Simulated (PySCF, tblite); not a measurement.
**C₂H₄ClF₃Ge: geometry, infrared bands and NMR shifts**

Aim: predict the infrared bands and NMR shifts of C₂H₄ClF₃Ge (`FC(F)(F)[CH2][GeH2][Cl]`).

The runs use tblite 0.8.0 and PySCF 2.14.0, with density-fitted response routines of our own; the level of theory stands in each step. All values are computed, except where a source is named. Atoms count from 0, in the outputs and in this text.

### 1 The starting structure

11 atoms, charge 0, multiplicity 1; geometry from: force field or distance geometry start.

Bonds of the start (Å): F0–C1 1.39, C1–F2 1.38, C1–F3 1.39, C1–C4 1.51, C4–Ge5 1.93, Ge5–Cl6 2.19, C4–H7 1.10, C4–H8 1.11, Ge5–H9 1.53, Ge5–H10 1.56.

### 2 Geometry optimisation with GFN2-xTB

The job: settings as JSON, then the geometry in Å.

```
{"job": {"kind": "relax", "xc": "GFN2-xTB", "basis": "xTB"}, "charge": 0, "multiplicity": 1}
F     -0.799200     1.385000     1.091200
C     -1.322700     0.280000     0.437500
F     -1.590400    -0.756100     1.301200
F     -2.438300     0.736700    -0.251300
C     -0.332600    -0.081600    -0.646800
Ge     1.433200    -0.489000     0.014000
Cl     2.653500     1.292200    -0.371700
H     -0.733600    -0.887400    -1.282400
H     -0.264300     0.836600    -1.271900
H      2.077400    -1.724600    -0.612100
H      1.322500    -0.589100     1.566400
```

Run with:

```
$ OMP_NUM_THREADS=1 python probes_run.py task.json out
```

One launch serves the whole session: the jobs run in the order shown.

The log of the run:

```text
step      E/eV     max force
  0    -735.79677    2.080
  1    -736.02856    1.468
  2    -736.20816    0.820
  3    -736.23225    0.495
  4    -736.25463    0.343
  5    -736.26251    0.421
  6    -736.28312    0.460
  7    -736.29476    0.290
  8    -736.30276    0.210
  9    -736.30576    0.167
 10    -736.30802    0.135
 11    -736.30995    0.117
 12    -736.31149    0.101
 13    -736.31266    0.100
 14    -736.31361    0.096
 15    -736.31462    0.112
 16    -736.31586    0.141
 17    -736.31723    0.113
 18    -736.31850    0.093
 19    -736.31948    0.077
 20    -736.32016    0.081
 21    -736.32067    0.063
 22    -736.32108    0.061
 23    -736.32142    0.047
 24    -736.32176    0.067
 25    -736.32210    0.066
 26    -736.32235    0.036
 27    -736.32251    0.039
 28    -736.32265    0.037
 29    -736.32281    0.055
 30    -736.32300    0.053
 31    -736.32315    0.030
 32    -736.32324    0.021
 33    -736.32330    0.020
 34    -736.32338    0.034
 35    -736.32350    0.043
 36    -736.32363    0.038
 37    -736.32373    0.028
 38    -736.32380    0.024
 39    -736.32388    0.029
 40    -736.32400    0.043
 41    -736.32420    0.054
 42    -736.32443    0.049
 43    -736.32464    0.033
 44    -736.32480    0.042
 45    -736.32493    0.048
 46    -736.32509    0.050
 47    -736.32531    0.047
 48    -736.32561    0.047
 49    -736.32600    0.066
 50    -736.32648    0.087
 51    -736.32694    0.086
 52    -736.32727    0.060
 53    -736.32749    0.041
 54    -736.32769    0.048
 55    -736.32792    0.051
 56    -736.32821    0.059
 57    -736.32849    0.057
 58    -736.32873    0.056
 59    -736.32898    0.054
 60    -736.32927    0.061
 61    -736.32957    0.071
 62    -736.32978    0.040
 63    -736.32987    0.017
 64    -736.32989    0.012
 65    -736.32990    0.017
 66    -736.32994    0.024
 67    -736.32997    0.024
 68    -736.33000    0.016
 69    -736.33002    0.015
 70    -736.33005    0.015
 71    -736.33008    0.026
 72    -736.33013    0.030
 73    -736.33018    0.022
 74    -736.33024    0.025
 75    -736.33032    0.024
 76    -736.33042    0.040
 77    -736.33053    0.044
 78    -736.33062    0.028
 79    -736.33067    0.020
 80    -736.33071    0.021
 81    -736.33077    0.038
 82    -736.33087    0.052
 83    -736.33099    0.046
 84    -736.33106    0.021
 85    -736.33108    0.005
```

It took 0.77 s on 1 thread of Arm Neoverse N1, shared host; peak memory 0.18 GiB.

Along the way: (not every step is listed)

| step | energy from step 0 (eV) | largest force (eV/Å) |
| --- | --- | --- |
| 0 | 0.0000 | 2.0799 |
| 1 | -0.2318 | 1.4675 |
| 2 | -0.4114 | 0.8199 |
| 3 | -0.4355 | 0.4953 |
| 4 | -0.4579 | 0.3427 |
| 5 | -0.4657 | 0.4215 |
| 6 | -0.4864 | 0.4599 |
| 7 | -0.4980 | 0.2903 |
| 8 | -0.5060 | 0.2104 |
| 15 | -0.5178 | 0.1116 |
| 22 | -0.5243 | 0.0611 |
| 29 | -0.5260 | 0.0547 |
| 36 | -0.5269 | 0.0378 |
| 43 | -0.5279 | 0.0330 |
| 50 | -0.5297 | 0.0873 |
| 57 | -0.5317 | 0.0575 |
| 64 | -0.5331 | 0.0122 |
| 71 | -0.5333 | 0.0260 |
| 78 | -0.5338 | 0.0280 |
| 80 | -0.5339 | 0.0207 |
| 81 | -0.5340 | 0.0383 |
| 82 | -0.5341 | 0.0522 |
| 83 | -0.5342 | 0.0459 |
| 84 | -0.5343 | 0.0214 |
| 85 | -0.5343 | 0.0047 |

Close pairs (by a distance rule), those that changed most:

| bond | before (Å) | after (Å) | change (Å) |
| --- | --- | --- | --- |
| Ge5–Cl6 | 2.193 | 2.088 | -0.105 |
| C4–Ge5 | 1.929 | 2.003 | +0.074 |
| Ge5–H10 | 1.560 | 1.503 | -0.057 |
| C1–F3 | 1.388 | 1.340 | -0.048 |
| F0–C1 | 1.387 | 1.346 | -0.040 |
| C1–F2 | 1.375 | 1.346 | -0.029 |
| C4–H8 | 1.113 | 1.089 | -0.024 |
| C1–C4 | 1.512 | 1.493 | -0.019 |

The next job starts from the end point, and lists it.

### 3 Harmonic vibrations with GFN2-xTB

The job: settings as JSON, then the geometry in Å.

```
{"job": {"kind": "ir", "xc": "GFN2-xTB", "basis": "xTB"}, "charge": 0, "multiplicity": 1}
F     -0.688734     1.425182     0.987604
C     -1.248075     0.382475     0.345156
F     -1.457660    -0.555068     1.287845
F     -2.458315     0.790191    -0.061433
C     -0.368347    -0.127593    -0.748151
Ge     1.426092    -0.447414     0.081569
Cl     2.509535     1.334327    -0.022204
H     -0.812011    -1.034067    -1.153961
H     -0.319257     0.623046    -1.535923
H      2.141405    -1.508436    -0.720027
H      1.280792    -0.879973     1.513560
```

The log of the run:

```text
mode    cm-1     km/mol
  1      24.4      0.26
  2      64.2      0.97
  3     121.2      2.81
  4     142.7      5.51
  5     284.1     11.46
  6     333.7      0.66
  7     390.0     38.80
  8     432.9     65.13
  9     465.3      0.17
 10     470.3      5.49
 11     559.2     12.09
 12     603.3     18.10
 13     656.0     40.77
 14     662.1    154.03
 15     764.5    178.60
 16     811.3    147.09
 17     832.9      7.97
 18     954.1    236.91
 19    1035.6    273.76
 20    1152.0    106.29
 21    1171.7     78.01
 22    1220.5    309.45
 23    1417.6     14.66
 24    1917.7    171.41
 25    1986.8    340.02
 26    2999.0     11.58
 27    3015.6      2.46
```

Wall time 0.52 s (1 thread of Arm Neoverse N1, shared host); peak memory 0.18 GiB.

The strongest bands and the atoms that carry them (share of the mass-weighted mode):

| cm⁻¹ | km/mol | atoms |
| --- | --- | --- |
| 662 | 154.0 | H9 40 %, H10 36 % |
| 764 | 178.6 | C4 26 %, H7 23 %, H8 22 %, H10 11 % |
| 811 | 147.1 | H10 50 %, H9 46 % |
| 954 | 236.9 | C1 34 %, H7 21 %, H8 19 %, F2 14 % |
| 1036 | 273.8 | C1 60 %, F3 20 % |
| 1220 | 309.4 | C1 48 %, C4 29 % |
| 1918 | 171.4 | H9 81 %, H10 18 % |
| 1987 | 340.0 | H10 80 %, H9 18 % |

### 4 Shielding tensors: PBE0/pcSseg-1

The job, as its differences from that of step 3:

```diff
@@ -1,2 +1,2 @@
-{"job": {"kind": "ir", "xc": "GFN2-xTB", "basis": "xTB"}, "charge": 0, "multiplicity": 1}
+{"job": {"kind": "nmr", "xc": "PBE0", "basis": "pcSseg-1"}, "charge": 0, "multiplicity": 1}
 F     -0.688734     1.425182     0.987604
```

Method: GIAO PBE0/pcSseg-1 NMR shielding, non-relativistic, gas phase.

The log of the run:

```text
coarse grid: 49880 points
cycle   1  E = -2914.1708191580  dE =  3.029e-01  |g| = 1.234e+00  |ddm| = 3.039e+00
cycle   2  E = -2914.0243239765  dE =  1.465e-01  |g| = 1.574e+00  |ddm| = 1.403e+00
cycle   3  E = -2914.3486612116  dE = -3.243e-01  |g| = 1.322e-01  |ddm| = 8.642e-01
cycle   4  E = -2914.3507751537  dE = -2.114e-03  |g| = 6.368e-02  |ddm| = 9.603e-02
cycle   5  E = -2914.3513501581  dE = -5.750e-04  |g| = 5.524e-03  |ddm| = 3.963e-02
cycle   6  E = -2914.3513568891  dE = -6.731e-06  |g| = 1.468e-03  |ddm| = 6.803e-03
final grid: 103504 points
cycle   7  E = -2914.3513593140  dE = -4.202e-08  |g| = 1.498e-03  |ddm| = 3.000e-03
cycle   8  E = -2914.3513591441  dE =  1.700e-07  |g| = 1.878e-03  |ddm| = 2.984e-03
cycle   9  E = -2914.3513598609  dE = -7.168e-07  |g| = 2.370e-04  |ddm| = 1.516e-03
cycle  10  E = -2914.3513598683  dE = -7.425e-09  |g| = 2.866e-05  |ddm| = 1.512e-04
cycle  11  E = -2914.3513598684  dE = -1.173e-10  |g| = 3.944e-06  |ddm| = 2.026e-05
converged SCF energy = -2914.3513598684

GIAO shielding tensors (ppm)
atom      isotropic    diamagn.    paramagn.     s11        s22        s33       span
  0 F      241.190     475.881    -234.691    155.014    239.987    328.570    173.557
  1 C       50.236     240.677    -190.440     41.899     50.349     58.461     16.562
  2 F      243.847     475.186    -231.340    158.996    237.893    334.651    175.656
  3 F      243.397     471.323    -227.925    152.585    241.338    336.269    183.684
  4 C      155.810     254.073     -98.263    144.834    150.644    171.953     27.119
  5 Ge    1363.122    2754.555   -1391.433   1247.810   1325.314   1516.243    268.433
  6 Cl    1027.437    1148.296    -120.859    976.826   1016.047   1089.436    112.610
  7 H       29.786      30.110      -0.324     25.171     28.165     36.021     10.850
  8 H       29.623      30.010      -0.387     25.603     28.643     34.623      9.020
  9 H       26.474      27.526      -1.052     18.972     21.697     38.754     19.782
 10 H       26.254      27.855      -1.602     19.617     22.053     37.092     17.475
```

It took 50 s on 1 thread of Arm Neoverse N1, shared host; peak memory 0.84 GiB.

The references, computed at this level on geometries of the same kind, shield at (ppm): ¹H TMS 31.72, ¹³C TMS 186.9, ¹⁹F CFCl3 170.9, ⁷³Ge GeMe4 1331, ³⁵Cl HCl 950. Their shielding less the atom's gives the shift. The references are single molecules in the gas phase, so shifts against H2O, NH3, PH3, H3PO4 or CFCl3 are not on the usual liquid scales and can be off by tens of ppm. Atoms listed in one row are averaged.

| atoms | environment | σ (ppm) | δ (ppm) |
| --- | --- | --- | --- |
| C1 | CF3 carbon | 50.2 | 136.7 |
| C4 | sp3 CH2 bonded to Ge | 155.8 | 31.1 |
| H9, H10 | hydrogen on a germanium bonded to C, Cl | 26.36 | 5.35 |
| H7, H8 | hydrogen on an sp3 CH2 bonded to Ge | 29.70 | 2.01 |
| F0, F2, F3 | fluorine of a CF3 group | 242.8 | -71.9 |
| Ge5 | germanium bonded to C, Cl, 2 H | 1363 | -32 |
| Cl6 | chlorine bonded to Ge | 1027 | -78 |

Charges from the same density, by scheme (e):

| atoms | Mulliken | IAO | Hirshfeld | ESP fit |
| --- | --- | --- | --- | --- |
| F0, F2, F3 | -0.27 | -0.29 | -0.09 | -0.20 |
| C1 | 0.78 | 0.81 | 0.25 | 0.60 |
| C4 | -0.53 | -0.56 | -0.18 | -0.40 |
| Ge5 | 0.47 | 0.71 | 0.36 | 0.29 |
| Cl6 | -0.31 | -0.30 | -0.14 | -0.18 |

Mayer bond orders: F0–C1 0.97, C1–F2 0.98, C1–F3 1.02, C1–C4 1.03, C4–Ge5 0.88, Ge5–Cl6 0.99.

Orbitals, density, ELF and potential are computed afterwards from the orbital file.

Frontier orbitals at PBE0/pcSseg-1, with the share of their density that lies nearest to each atom:

| orbital | energy (eV) | lies on |
| --- | --- | --- |
| HOMO | -9.02 | Cl6 62 %; H9 15 %; C4 11 % |
| LUMO | 0.06 | Ge5 29 %; Cl6 27 %; H9, H10 about 16 % each |

ELF in a plane through or near 3 of the atoms.

Ten even steps from '0' (0.00) to '9' (0.99):
```
0000000000000000000000000000
0000000000000000000000000000
0000000000000000000000000000
0000000000000000000000000000
0000000000000012332000000000
0000000000000035653100000000
0000001111210035652000000000
0000001122331013542012210000
0000001212212102313367530000
0000002226534547372788740000
0000014516627868954778740000
0000369951138711741588520000
0000699995346634620155210000
0000699994113689840000000000
0000269971001489841000000000
0000002320000267620000000000
0000000000000001000000000000
0000000000000000000000000000
0000000000000000000000000000
0000000000000000000000000000
```
The map spans 10.3 Å across and 8.4 Å up, centred on the molecule. Atoms in the plane (x, y in Å): C1 (1.3, 0.3), C4 (0.3, -0.8), Ge5 (-1.5, 0.1).

log10 of the density (e/Å³) in the same plane.

Ten even steps from ' ' (-4.0) to '@' (1.8):
```
                                                        
                                                        
                ......        ......                    
          ....::::::::::....::------::..                
        ..::::----------::--==========--..              
      ..::------======----==++++**++++==::::            
      ::----======++++======++******++==----::::        
    ..::----==++++++++++++==++********++++====--::      
    ..::--====++**####**++++++**####********++==--..    
    ..::--==++++##@@@@##********##@@####%%##**++--..    
    ..::--==++++##@@@@##****########**##%%##**++--..    
    ..::--==++************##%%##****++******++==--..    
    ..::--==++++**++++++****####**++++++++++==--::      
    ..::--====++++======++********++==--------::        
      ..::----====------==++++++++==--::::....          
      ....::::----::::----========----::..              
          ......::....::::::------::::..                
                        ............                    
                                                        
                                                        
```
The map spans 10.3 Å across and 8.4 Å up, centred on the molecule. Atoms in the plane (x, y in Å): C1 (1.3, 0.3), C4 (0.3, -0.8), Ge5 (-1.5, 0.1).

On the surface of density 0.002 e/bohr³ the electrostatic potential runs, from the 1st to the 99th percentile, from -0.60 V near F0 to 1.62 V near H9.

### 5 Outcome

```
                                                                 quantity                  value
                                strongest single infrared mode (GFN2-xTB)  1987 cm⁻¹, 340 km/mol
                                             zero-point energy (GFN2-xTB)          35.0 kcal/mol
                                   ¹³C shifts against TMS (PBE0/pcSseg-1)        136.7, 31.1 ppm
   ¹H shifts against TMS (PBE0/pcSseg-1, means over atoms taken as alike)         5.35, 2.01 ppm
¹⁹F shifts against CFCl3 (PBE0/pcSseg-1, means over atoms taken as alike)              -71.9 ppm
                                ⁷³Ge shifts against GeMe4 (PBE0/pcSseg-1)                -32 ppm
                                  ³⁵Cl shifts against HCl (PBE0/pcSseg-1)                -78 ppm
                                    surface potential, 1st and 99th percentile     -0.60 V and 1.62 V
```

**Reading.** Relaxing lowered the energy by 0.534 eV in 85 steps; the close pair that moved most is Ge5–Cl6, from 2.193 to 2.088 Å. All 27 modes are real, so the xTB geometry is a minimum. The strongest single mode, at 1987 cm⁻¹, moves mainly H10. GFN2-xTB is a fitted tight-binding method: band positions and strengths are rough. Its intensities can rank the bands wrongly. At PBE0/pcSseg-1: The largest span, 268 ppm, is at Ge5, where the paramagnetic term is -1391 ppm. Spin-orbit coupling is left out, which matters for shieldings and couplings at and beside the heavy atoms.
